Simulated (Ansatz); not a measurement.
# Sr3CaF8: the band gap up the ladder of functionals

An exercise on one series of results from a longer session: the logs are not shown, and one member is left open.

The runs shown are made with Ansatz 0.2.0. PAW datasets, plane waves. Simulation only: spin-unpolarised, and no claim that this is the phase found in nature.

### Starting point

The cell was relaxed beforehand with r2SCAN.

Space group Cmmm (No. 65), orthorhombic; conventional cell a = 8.057 Å, b = 11.422 Å, c = 4.036 Å, 15.48 Å³ an atom. Sr has 8 F at 2.46–2.51 Å; F has 1 Ca at 2.39 Å and 3 Sr at 2.49–2.51 Å; Ca has 8 F at 2.39–2.43 Å; F has 4 Sr at 2.46–2.48 Å; F has 2 Ca at 2.43 Å and 2 Sr at 2.51 Å and 1 F at 2.70 Å.

The structure in full:

Space group Cmmm (No. 65). a = 8.057 Å, b = 11.422 Å, c = 4.036 Å, α = 90.00°, β = 90.00°, γ = 90.00°
```
atom  site  symmetry       x       y       z
  Sr    4e     ..2/m  0.2500  0.2500  0.0000
   F    8q       ..m  0.2589  0.8781  0.5000
  Ca    2c       mmm  0.5000  0.0000  0.5000
   F    4i       m2m  0.5000  0.6256  0.0000
   F    4i       m2m  0.5000  0.8816  0.0000
  Sr    2d       mmm  0.0000  0.0000  0.5000
```

The first run:

input.yaml reads:

```yaml
crystal:
  lattice:
    - [4.0283627382, -5.7107862316, 0.0]
    - [4.0283627382, 5.7107862316, 0.0]
    - [0.0, 0.0, 4.0363218133]
  atoms:
    - { symbol: Sr, position: [0.0, 0.5, 0.0] }
    - { symbol: F, position: [0.3807305713, 0.1369832383, 0.5] }
    - { symbol: F, position: [0.1369832383, 0.3807305713, 0.5] }
    - { symbol: Ca, position: [0.5, 0.5, 0.5] }
    - { symbol: F, position: [0.8743796212, 0.1256203788, 0.0] }
    - { symbol: F, position: [0.6183878337, 0.3816121663, 0.0] }
    - { symbol: Sr, position: [0.0, 0.0, 0.5] }
    - { symbol: F, position: [0.3816121663, 0.6183878337, 0.0] }
    - { symbol: F, position: [0.1256203788, 0.8743796212, 0.0] }
    - { symbol: Sr, position: [0.5, 0.0, 0.0] }
    - { symbol: F, position: [0.8630167617, 0.6192694287, 0.5] }
    - { symbol: F, position: [0.6192694287, 0.8630167617, 0.5] }
kpoints:
  mp_grid: { grid: [4, 4, 6] }
  band_path:
    path:
      - [[0.0, 0.0, 0.0], [-0.5, 0.5, 1.163139939434e-34], [-0.3743956922919, 0.6256043077081, 1.670360546591e-34]]
      - [[0.3743956922919, 0.3743956922919, 1.511900458087e-34], [0.0, 0.0, 0.0], [-1.344312830934e-50, 6.475493962904e-51, 0.5], [0.3743956922919, 0.3743956922919, 0.5]]
      - [[-0.3743956922919, 0.6256043077081, 0.5], [-0.5, 0.5, 0.5], [-0.5, 0.5, 1.163139939434e-34]]
      - [[0.0, 0.0, 0.0], [-3.774618416895e-17, 0.5, 1.591130502339e-34], [-3.774618416895e-17, 0.5, 0.5], [-1.344312830934e-50, 6.475493962904e-51, 0.5], [-0.5, 0.5, 0.5]]
    npoints: 10
hamiltonian:
  xc: pbe
scf:
  occupations: { method: fermi_dirac, width: 0.02 }
  n_extra_bands: 7
output:
  forces: true
  stress: true
  eigenvalues: true
```

Steps of the session up to this table: Band structure with PBE; Single point with r2SCAN; HSE06 at the same geometry; PBE+SOC; Single point with PBE0.

One of the session's tables, all rows but one given; the rest of the session is left out.

| level | gap (eV) |
| --- | --- |
| PBE | 6.90 |
| r2SCAN | 7.52 |
| HSE06 | 8.94 |
| PBE+SOC | 6.90 |
| PBE0 | ? |

Q: Estimate the row for PBE0 from the others.

**Answer.** gap (eV): 9.71. In the column «gap (eV)» it is the highest.

Meshes: PBE 4×4×6, r2SCAN 4×4×6, HSE06 2×2×4, PBE+SOC 4×4×6, PBE0 2×2×4

Against HSE06, PBE is short by 2.04 eV, at 77 % of it, and r2SCAN 84 %. PBE0 lies 0.77 eV above HSE06, which differs from it by screening the long-range exchange.

Limits of these values: Warnings in the runs' records: stress scf threshold loose, stress exchange threshold loose.
